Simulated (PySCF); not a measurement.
**Chlorine: the same states on changed settings**

Aim: see what changed settings do to total energies and their difference. The change: initial guess atom, at most 50 SCF cycles, level shift 0.5 hartree. A sound run of the same states serves as the yardstick.

The numbers are computed with PySCF 2.14.0 (unrestricted determinants in a Gaussian basis, no spin-orbit coupling in the energies), except any that are marked as measured or tabulated.

## Step 1: The atom as given

| Property | Result |
| --- | --- |
| Element | chlorine (Z = 17) |
| Basis | x2c-SVPall |
| Hamiltonian | the spin-free X2C one-electron Hamiltonian (Gaussian nucleus) |
| State 1 | Cl: [Ne] 3s2 3p5, 2P determinant |
| State 2 | Cl+: [Ne] 3s2 3p4, high-spin 3P determinant |
| Methods | UHF, TPSS, B3LYP, MP2, CCSD(T) |
| Core shells frozen in the correlated runs | valence: [Ne] (for Cl) |

Outer shells as boxes (Hund's rule):

Cl [Ne] 3s2 3p5
```
[Ne] core
3s [↑↓]
3p [↑↓][↑↓][↑ ]
```

Cl+ [Ne] 3s2 3p4
```
[Ne] core
3s [↑↓]
3p [↑↓][↑ ][↑ ]
```

The sound run (x2c-SVPall, scalar relativity by spin-free X2C-1e, symmetry-adapted start, fine grid, valence correlation) gave:

```
species             method  energy (hartree)
     Cl                UHF        -460.71238
     Cl               TPSS        -461.41068
     Cl              B3LYP        -461.40895
     Cl      MP2 (valence)        -460.82149
     Cl  CCSD(T) (valence)        -460.83918
    Cl+                UHF        -460.28006
    Cl+               TPSS        -460.93669
    Cl+              B3LYP        -460.93419
    Cl+      MP2 (valence)        -460.36910
    Cl+  CCSD(T) (valence)        -460.38921
```

One driver process ran all states and methods and kept the integrals in memory. Each run is shown as a PySCF script that sums up its settings (the driver passes frozen orbitals as a list and adds second-order terms of double hybrids); the logs are those of the runs themselves.

It was started by

```
> OMP_NUM_THREADS=1 python atomrun2.py TASK.json OUT
```

The integrals over 18 functions and the set-up took 0.01 s of CPU time.

## Step 2: Changed run, Cl: the ladder of methods

UHF:

File input.py:

```python
from pyscf import gto, scf, dft, mp, cc
import basis_set_exchange as bse
mol = gto.M(atom="Cl 0 0 0", charge=0, spin=1, symmetry="D2h",
            basis=gto.basis.parse(bse.get_basis("x2c-SVPall", elements=["Cl"], fmt="nwchem", header=False)),
            nucmod="G")
mf = scf.UHF(mol).sfx2c1e()
mf.irrep_nelec = {'Ag': (3, 3), 'B1u': (2, 2), 'B2u': (2, 2), 'B3u': (2, 1)}
mf.init_guess = "atom"
mf.max_cycle = 50
mf.level_shift = 0.5
mf.conv_check = False  # no last unshifted cycle
mf.kernel()
```

Standard output:

```text
damping factor = 0
level_shift factor = 0.5
DIIS = <class 'pyscf.scf.diis.CDIIS'>
diis_start_cycle = 1
diis_space = 10
diis_damp = 0
SCF conv_tol = 1e-09
SCF conv_tol_grad = None
number electrons alpha = 9  beta = 8
irrep_nelec {'Ag': (3, 3), 'B1g': (0, 0), 'B2g': (0, 0), 'B3g': (0, 0), 'B1u': (2, 2), 'B2u': (2, 2), 'B3u': (2, 1)}
alpha HOMO (B3u) = -0.342710669405506  LUMO (Ag) = 1.12634195189393

WARN: HOMO -0.342710669405506 >= LUMO -0.342710669405506

cycle= 1 E= -460.707534064969  delta_E= -0.198  |g|= 0.086  |ddm|= 0.684
alpha HOMO (B1u) = -0.502029398647159  LUMO (Ag) = 1.11519400604452
  HOMO = -0.472190925135  LUMO = 0.466265091636  gap/eV = 25.53669
cycle= 2 E= -460.711490576938  delta_E= -0.00396  |g|= 0.0352  |ddm|= 0.0568
alpha HOMO (B1u) = -0.489426461609748  LUMO (Ag) = 1.12315073839986
  HOMO = -0.464791416832  LUMO = 0.483447576437  gap/eV = 25.80290
cycle= 3 E= -460.712299585131  delta_E= -0.000809  |g|= 0.0103  |ddm|= 0.0305
alpha HOMO (B1u) = -0.491342912935281  LUMO (Ag) = 1.12124468061659
  HOMO = -0.467575844911  LUMO = 0.481813832836  gap/eV = 25.83421
cycle= 4 E= -460.712371945504  delta_E= -7.24e-05  |g|= 0.00256  |ddm|= 0.0102
alpha HOMO (B1u) = -0.491129106342249  LUMO (Ag) = 1.12131769052721
  HOMO = -0.467420327367  LUMO = 0.482034084692  gap/eV = 25.83597
cycle= 5 E= -460.71237685548  delta_E= -4.91e-06  |g|= 0.000681  |ddm|= 0.00326
alpha HOMO (B1u) = -0.491083884843926  LUMO (Ag) = 1.1213472843219
  HOMO = -0.46731574369  LUMO = 0.482084772485  gap/eV = 25.83450
cycle= 6 E= -460.712377256324  delta_E= -4.01e-07  |g|= 0.000189  |ddm|= 0.00122
alpha HOMO (B1u) = -0.491110856698298  LUMO (Ag) = 1.12133224823187
  HOMO = -0.467319380056  LUMO = 0.482065830512  gap/eV = 25.83409
cycle= 7 E= -460.712377289871  delta_E= -3.35e-08  |g|= 4.84e-05  |ddm|= 0.000399
alpha HOMO (B1u) = -0.491113705254685  LUMO (Ag) = 1.12133303427491
  HOMO = -0.467314859614  LUMO = 0.482066770848  gap/eV = 25.83399
cycle= 8 E= -460.712377292224  delta_E= -2.35e-09  |g|= 1.19e-05  |ddm|= 0.000112
alpha HOMO (B1u) = -0.491114210959409  LUMO (Ag) = 1.12133302232841
  HOMO = -0.467314540642  LUMO = 0.482066706714  gap/eV = 25.83398
cycle= 9 E= -460.71237729237  delta_E= -1.46e-10  |g|= 2.83e-06  |ddm|= 2.84e-05
converged SCF energy = -460.71237729237  <S^2> = 0.7553461  2S+1 = 2.005339
```

Time after the integrals: 0.07 s (1 thread of Neoverse-V2, shared host).

Orbital energies by shell (radii are means over both spins):

```
shell  electrons  mean orbital energy (eV)  spread (eV)  rms radius (bohr)
 1s α          1                   -2862.7            0              0.105
 1s β          1                   -2862.4            0              0.105
 2s α          1                   -290.10            0              0.479
 2s β          1                   -289.80            0              0.479
 2p α          3                   -219.64        0.688              0.451
 2p β          3                   -219.12        0.451              0.451
 3s α          1                   -30.656            0               1.68
 3s β          1                   -27.385            0               1.68
 3p α          3                   -14.034        2.011               1.97
 3p β          2                   -12.716            0               1.97
```

⟨S²⟩ = 0.755, ⟨L²⟩ = 2.02.

TPSS:

input.py differs from the last one in:

```diff
@@ -5,3 +5,3 @@
             nucmod="G")
-mf = scf.UHF(mol).sfx2c1e()
+mf = dft.UKS(mol, xc="TPSS").sfx2c1e()
 mf.irrep_nelec = {'Ag': (3, 3), 'B1u': (2, 2), 'B2u': (2, 2), 'B3u': (2, 1)}
```

Standard output:

```text
damping factor = 0
level_shift factor = 0.5
DIIS = <class 'pyscf.scf.diis.CDIIS'>
diis_start_cycle = 1
diis_space = 10
diis_damp = 0
SCF conv_tol = 1e-09
SCF conv_tol_grad = None
number electrons alpha = 9  beta = 8
irrep_nelec {'Ag': (3, 3), 'B1g': (0, 0), 'B2g': (0, 0), 'B3g': (0, 0), 'B1u': (2, 2), 'B2u': (2, 2), 'B3u': (2, 1)}
XC functionals = TPSS
    J. Tao, J. P. Perdew, V. N. Staroverov, and G. E. Scuseria.,  Phys. Rev. Lett. 91, 146401 (2003)
    J. P. Perdew, J. Tao, V. N. Staroverov, and G. E. Scuseria.,  J. Chem. Phys. 120, 6898 (2004)
    J. Tao, J. P. Perdew, V. N. Staroverov, and G. E. Scuseria.,  Phys. Rev. Lett. 91, 146401 (2003)
    J. P. Perdew, J. Tao, V. N. Staroverov, and G. E. Scuseria.,  J. Chem. Phys. 120, 6898 (2004)
alpha HOMO (B3u) = -0.240068908169328  LUMO (Ag) = 0.90870054012315

WARN: HOMO -0.240068908169328 >= LUMO -0.240068908169328

cycle= 1 E= -461.408643264746  delta_E= -0.0168  |g|= 0.0536  |ddm|= 0.693
alpha HOMO (B1u) = -0.299740103684287  LUMO (Ag) = 0.912982313685802
  HOMO = -0.282756998426  LUMO = 0.231863957034  gap/eV = 14.00355
cycle= 2 E= -461.410488275211  delta_E= -0.00185  |g|= 0.0157  |ddm|= 0.046
alpha HOMO (B1u) = -0.302943649192027  LUMO (Ag) = 0.910720608358599
  HOMO = -0.287397482106  LUMO = 0.232833300998  gap/eV = 14.15620
cycle= 3 E= -461.410661724556  delta_E= -0.000173  |g|= 0.00506  |ddm|= 0.0156
alpha HOMO (B1u) = -0.301372262746337  LUMO (Ag) = 0.91176810267121
  HOMO = -0.285976481324  LUMO = 0.234790628371  gap/eV = 14.17079
cycle= 4 E= -461.410679138128  delta_E= -1.74e-05  |g|= 0.00136  |ddm|= 0.00563
alpha HOMO (B1u) = -0.301542747625542  LUMO (Ag) = 0.911622742136265
  HOMO = -0.286155556758  LUMO = 0.23466850123  gap/eV = 14.17234
cycle= 5 E= -461.410680557326  delta_E= -1.42e-06  |g|= 0.000376  |ddm|= 0.00166
alpha HOMO (B1u) = -0.301576156655392  LUMO (Ag) = 0.911603818324249
  HOMO = -0.286181311035  LUMO = 0.234641732177  gap/eV = 14.17232
cycle= 6 E= -461.41068066934  delta_E= -1.12e-07  |g|= 0.000109  |ddm|= 0.000509
alpha HOMO (B1u) = -0.301566023454468  LUMO (Ag) = 0.911611753484347
  HOMO = -0.286168968543  LUMO = 0.234653217619  gap/eV = 14.17229
cycle= 7 E= -461.410680678867  delta_E= -9.53e-09  |g|= 3.09e-05  |ddm|= 0.000163
alpha HOMO (B1u) = -0.301566530068763  LUMO (Ag) = 0.911611485599212
  HOMO = -0.28616928719  LUMO = 0.234652768098  gap/eV = 14.17229
cycle= 8 E= -461.41068067966  delta_E= -7.92e-10  |g|= 8.95e-06  |ddm|= 4.9e-05
converged SCF energy = -461.41068067966  <S^2> = 0.75202239  2S+1 = 2.0020214
```

It took 0.27 s on 1 thread of Neoverse-V2, shared host, the integrals not counted.

B3LYP:

input.py differs from the last one in:

```diff
@@ -5,3 +5,3 @@
             nucmod="G")
-mf = dft.UKS(mol, xc="TPSS").sfx2c1e()
+mf = dft.UKS(mol, xc="B3LYP").sfx2c1e()
 mf.irrep_nelec = {'Ag': (3, 3), 'B1u': (2, 2), 'B2u': (2, 2), 'B3u': (2, 1)}
```

Standard output:

```text
damping factor = 0
level_shift factor = 0.5
DIIS = <class 'pyscf.scf.diis.CDIIS'>
diis_start_cycle = 1
diis_space = 10
diis_damp = 0
SCF conv_tol = 1e-09
SCF conv_tol_grad = None
number electrons alpha = 9  beta = 8
irrep_nelec {'Ag': (3, 3), 'B1g': (0, 0), 'B2g': (0, 0), 'B3g': (0, 0), 'B1u': (2, 2), 'B2u': (2, 2), 'B3u': (2, 1)}
XC functionals = B3LYP
    P. J. Stephens, F. J. Devlin, C. F. Chabalowski, and M. J. Frisch.,  J. Phys. Chem. 98, 11623 (1994)
alpha HOMO (B3u) = -0.264105212207954  LUMO (Ag) = 0.925545411422974

WARN: HOMO -0.264105212207954 >= LUMO -0.264105212207954

cycle= 1 E= -461.407224410473  delta_E= -0.0484  |g|= 0.0502  |ddm|= 0.695
alpha HOMO (B1u) = -0.337823824057721  LUMO (Ag) = 0.932242369283078
  HOMO = -0.320360375747  LUMO = 0.266650698721  gap/eV = 15.97338
cycle= 2 E= -461.408759544075  delta_E= -0.00154  |g|= 0.0157  |ddm|= 0.0395
alpha HOMO (B1u) = -0.338266396860845  LUMO (Ag) = 0.931814813799001
  HOMO = -0.322144191062  LUMO = 0.269206048858  gap/eV = 16.09146
cycle= 3 E= -461.408933345307  delta_E= -0.000174  |g|= 0.00458  |ddm|= 0.0152
alpha HOMO (B1u) = -0.337479354620954  LUMO (Ag) = 0.932322144965013
  HOMO = -0.321488077438  LUMO = 0.270201658624  gap/eV = 16.10070
cycle= 4 E= -461.408948493113  delta_E= -1.51e-05  |g|= 0.00124  |ddm|= 0.00528
alpha HOMO (B1u) = -0.337692338386428  LUMO (Ag) = 0.932169342722771
  HOMO = -0.321693901772  LUMO = 0.269998560412  gap/eV = 16.10077
cycle= 5 E= -461.408949654735  delta_E= -1.16e-06  |g|= 0.000337  |ddm|= 0.00153
alpha HOMO (B1u) = -0.337674164517658  LUMO (Ag) = 0.932187482634003
  HOMO = -0.321659283395  LUMO = 0.270024596302  gap/eV = 16.10054
cycle= 6 E= -461.408949747032  delta_E= -9.23e-08  |g|= 9.21e-05  |ddm|= 0.000509
alpha HOMO (B1u) = -0.337675988295214  LUMO (Ag) = 0.932187213982417
  HOMO = -0.321659069494  LUMO = 0.270023919306  gap/eV = 16.10051
cycle= 7 E= -461.408949754164  delta_E= -7.13e-09  |g|= 2.55e-05  |ddm|= 0.00015
alpha HOMO (B1u) = -0.337676276032812  LUMO (Ag) = 0.932187063865805
  HOMO = -0.321659297278  LUMO = 0.270023669891  gap/eV = 16.10051
cycle= 8 E= -461.408949754723  delta_E= -5.59e-10  |g|= 7.15e-06  |ddm|= 4.32e-05
converged SCF energy = -461.408949754723  <S^2> = 0.75172913  2S+1 = 2.0017284
```

It took 0.16 s on 1 thread of Neoverse-V2, shared host, the integrals not counted.

MP2 (valence):

input.py differs from the last one in:

```diff
@@ -5,3 +5,3 @@
             nucmod="G")
-mf = dft.UKS(mol, xc="B3LYP").sfx2c1e()
+mf = scf.UHF(mol).sfx2c1e()
 mf.irrep_nelec = {'Ag': (3, 3), 'B1u': (2, 2), 'B2u': (2, 2), 'B3u': (2, 1)}
@@ -12 +12,2 @@
 mf.kernel()
+mp.UMP2(mf, frozen=5).kernel()
```

The driver printed no log here.

It took 0.01 s on 1 thread of Neoverse-V2, shared host, the integrals not counted.

With 7 electrons correlated, the MP2 correlation energy is -0.08234 hartree (-0.02039 same spin, -0.06195 opposite spin); the SCS form gives -0.08114. Largest pairs of shells: 3p-3p -0.0541, 3s-3p -0.0225, 3s-3s -0.0057.

CCSD(T) (valence):

input.py differs from the last one in:

```diff
@@ -12,2 +12,3 @@
 mf.kernel()
-mp.UMP2(mf, frozen=5).kernel()
+mycc = cc.CCSD(mf, frozen=5).run()
+mycc.ccsd_t()
```

Standard output:

```text
CC2 = 0
CCSD nocc = (np.int64(4), np.int64(3)), nmo = (13, 13)
frozen orbitals [[0, 1, 2, 3, 4], [0, 1, 2, 3, 4]]
max_cycle = 100
direct = 0
conv_tol = 1e-08
conv_tol_normt = 1e-06
diis_space = 8
diis_start_cycle = 0
Init t2, MP2 energy = -0.109113745081155
Init E_corr(UCCSD) = -0.109113745086243
cycle = 1  E_corr(UCCSD) = -0.122486035385575  dE = -0.0133722903  norm(t1,t2) = 0.0307677
cycle = 2  E_corr(UCCSD) = -0.124846464487951  dE = -0.0023604291  norm(t1,t2) = 0.00910178
cycle = 3  E_corr(UCCSD) = -0.125799486648208  dE = -0.00095302216  norm(t1,t2) = 0.00327439
cycle = 4  E_corr(UCCSD) = -0.125784828950485  dE = 1.46576977e-05  norm(t1,t2) = 0.00028225
cycle = 5  E_corr(UCCSD) = -0.12578602959002  dE = -1.20063954e-06  norm(t1,t2) = 5.59205e-05
cycle = 6  E_corr(UCCSD) = -0.125785787076975  dE = 2.42513045e-07  norm(t1,t2) = 8.58667e-06
cycle = 7  E_corr(UCCSD) = -0.125785881004663  dE = -9.39276876e-08  norm(t1,t2) = 1.64355e-06
cycle = 8  E_corr(UCCSD) = -0.125785861946361  dE = 1.90583019e-08  norm(t1,t2) = 2.72439e-07
cycle = 9  E_corr(UCCSD) = -0.125785863084193  dE = -1.13783255e-09  norm(t1,t2) = 4.44284e-08
UCCSD converged
E(UCCSD) = -460.8381631554543  E_corr = -0.1257858630841935
UCCSD(T) correction = -0.00101858484239056
```

It took 0.07 s on 1 thread of Neoverse-V2, shared host, the integrals not counted.

CCSD correlation -0.12579 hartree, triples -0.00102; total -460.839182. T1 = 0.005, largest double amplitude 0.050.

[end of part 1 of 2]
